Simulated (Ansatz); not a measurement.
Here is an Ansatz input file for C₂H₇NOSn, SMILES [CH3][Sn]1([NH2])[CH2][O]1. Write the same calculation for the Python package.

```yaml
crystal:
  periodic: [false, false, false]
  atoms:
    - { symbol: C, position_ang: [-1.0101, 0.1349, 1.4879] }
    - { symbol: Sn, position_ang: [0.7457, 0.0446, 0.3327] }
    - { symbol: "N", position_ang: [1.1262, 1.6747, -0.8774] }
    - { symbol: C, position_ang: [0.3712, -1.5094, -1.0226] }
    - { symbol: O, position_ang: [1.4381, -1.7699, -0.3451] }
    - { symbol: H, position_ang: [-1.9289, 0.2106, 0.7869] }
    - { symbol: H, position_ang: [-1.1075, -0.6959, 2.1538] }
    - { symbol: H, position_ang: [-1.0085, 1.128, 2.0724] }
    - { symbol: H, position_ang: [1.0523, 2.5381, -0.2218] }
    - { symbol: H, position_ang: [0.4045, 1.7145, -1.5588] }
    - { symbol: H, position_ang: [0.4925, -1.3223, -2.07] }
    - { symbol: H, position_ang: [-0.4986, -2.2032, -0.7039] }
basis:
  gaussian: { orbitals: def2-SVP }
correlation:
  method: mp2
```

On the command line:
```console
$ ansatz run input.yaml --threads 1 --pin off --max-ram 4096MiB --backend cpu --events-out ev --progress --plain --runs-dir out
Engine: ansatz 0.2.0, aarch64-unknown-linux-gnu
Functional definition: HF
  exchange = exact_x
  correlation = 0
1271 factors; integrals over basis functions are off by at most 1.5e-3 eV
mean field evaluation 1: about -11480.7475 eV, gradient 4.8e1 eV
mean field evaluation 2: about -11480.7627 eV, gradient 4.8e1 eV
mean field evaluation 4: about -11487.0153 eV, gradient 5.6e0 eV
mean field evaluation 8: about -11487.2201 eV, gradient 3.3e-1 eV
mean field evaluation 16: about -11487.2205 eV, gradient 1.5e-6 eV
mean field -11487.22053465 eV, -422.1475683307 hartree, gradient 1.5e-6 eV, S^2 0.000000; 1 other end points of the search recorded, 0 dependent functions left out; unrestricted orbitals would lower it
8 core orbitals not correlated: weight in the atoms' cores, before any rotation towards them, 1.000 or more for the frozen orbitals, at most 0.000 for the correlated occupied ones
reference -11487.22053465 eV, -422.1475683307 hartree; 20, 20 occupied and 89, 89 virtual orbitals, 1271 factors
second order -21.26406475 eV of doubles, -0.00000000 eV of singles
Total energy: -11508.48459940 eV, -422.9290082968 hartree
```

`c2h7nosn_deck.py`:
```python
"""Run C2H7NOSn from an input written out key by key."""

import ansatz as az

deck = {
    "crystal": {
        "periodic": [False, False, False],
        "atoms": [
            {"symbol": "C", "position_ang": [-1.0101, 0.1349, 1.4879]},
            {"symbol": "Sn", "position_ang": [0.7457, 0.0446, 0.3327]},
            {"symbol": "N", "position_ang": [1.1262, 1.6747, -0.8774]},
            {"symbol": "C", "position_ang": [0.3712, -1.5094, -1.0226]},
            {"symbol": "O", "position_ang": [1.4381, -1.7699, -0.3451]},
            {"symbol": "H", "position_ang": [-1.9289, 0.2106, 0.7869]},
            {"symbol": "H", "position_ang": [-1.1075, -0.6959, 2.1538]},
            {"symbol": "H", "position_ang": [-1.0085, 1.128, 2.0724]},
            {"symbol": "H", "position_ang": [1.0523, 2.5381, -0.2218]},
            {"symbol": "H", "position_ang": [0.4045, 1.7145, -1.5588]},
            {"symbol": "H", "position_ang": [0.4925, -1.3223, -2.07]},
            {"symbol": "H", "position_ang": [-0.4986, -2.2032, -0.7039]},
        ],
    },
    "basis": {"gaussian": {"orbitals": "def2-SVP"}},
    "correlation": {"method": "mp2"},
}
session = az.Session.from_dict(deck)
summary = session.plan(threads=1).execute().report

print(f"E = {summary['free_energy_ev']:.6f} eV = {summary['free_energy_ev'] / 27.211386246:.7f} Ha")
print("converged:", summary["converged"], " doubts:", summary["published_state_doubts"] or "none")
symbols = ["C", "Sn", "N", "C", "O", "H", "H", "H", "H", "H", "H", "H"]
parts = summary["correlation"]
for name in ("random_phase", "coupled_cluster", "perturbative"):
    if name in parts:
        print(f"{name:16s} {parts[name]['energy']['hartree']:12.7f} Ha")
if "second_order" in parts:
    pair = parts["second_order"]
    print(f"MP2 same spin {pair['same_spin']['hartree']:.7f} Ha, opposite spin {pair['opposite_spin']['hartree']:.7f} Ha")
```

```console
$ python c2h7nosn_deck.py
E = -11508.484599 eV = -422.9290083 Ha
converged: True  doubts: none
MP2 same spin -0.1960878 Ha, opposite spin -0.5853522 Ha
```

Total energies depend on the basis set; only differences at equal settings carry meaning. The geometry is a force-field or estimated start, not a minimum of this method, and the basis set is short of its limit. def2 sets replace the cores of elements past krypton by effective core potentials. The whole script took 5 s on 1 thread of Arm Neoverse V1, with other jobs on the host, peak memory 0.3 GiB.

(Lines on the test bed's own set-up are left out of the output.)
